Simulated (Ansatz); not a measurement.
CoPd3, space group Pm-3m, a scan of one input key

Program: Ansatz's Python interface.

At the Python prompt:
```pycon
>>> import ansatz
>>> import pandas as pd
>>> lattice = ansatz.Lattice.of(
...     [3.850375, 0.0, 0.0],
...     [0.0, 3.850375, 0.0],
...     [0.0, 0.0, 3.850375],
... )
>>> sites = [
...     ("Co", [0.0, 0.0, 0.0]),
...     ("Pd", [0.0, 0.5, 0.5]),
...     ("Pd", [0.5, 0.0, 0.5]),
...     ("Pd", [0.5, 0.5, 0.0]),
... ]
>>> copd3 = ansatz.Crystal(lattice=lattice)
>>> for symbol, position in sites:
...     copd3 = copd3.atom(symbol, position)
...
>>> copd3 = copd3.moments(Co=2.5)
>>> base = (
...     copd3.calculation()
...     .functional("pbesol")
...     .kpoints(6, 6, 6)
...     .occupations("fermi_dirac")  # smearing steadies the SCF of a metal
...     .spin("collinear")
...     .band_table()  # levels at the mesh points
... )
>>> typed = base.input()
>>> rows = []
>>> for value in [0.0001, 1e-06, 1e-08]:
...     edited = typed.set(ansatz.key.scf.convergence.dr2_threshold, value)
...     rep = ansatz.Session.from_dict(edited).plan().execute().report
...     rows.append((value, rep["free_energy_ev"], rep["n_iterations"], len(rep["eigenvalues_ev"][0]) if "eigenvalues_ev" in rep else 0))
...
DeckWarning: basis.ecutwfc = 420 eV, auto-derived from the records' recommended cutoffs: set by Co (normal level)
>>> print(pd.DataFrame(rows, columns=["threshold eV", "F eV", "iterations", "bands listed"]).round(4).to_string(index=False))
 threshold eV        F eV  iterations  bands listed
       0.0001 -25812.7386          12            45
       0.0000 -25812.7386          13            45
       0.0000 -25812.7386          14            45
```

Reading the output:
- Total energies depend on the potentials; only differences at equal settings carry meaning. A total without «per atom» is that of the cell as typed.
- The magnetic order follows from the starting moments and needn't be the lowest.
- For a metal this k-point mesh is coarse: on a finer one energies can move by several to tens of meV an atom and pressures by half a GPa or more, differences at one mesh by less.
- This cell is a computed structure, which may not be the phase found in nature.
- Warnings are shown shortened and without file and line.
- It ran for 32 s on 1 thread of Arm Neoverse V1, on a shared host, peak memory 0.51 GiB.

(Lines on the test bed's own set-up are left out of the output.)
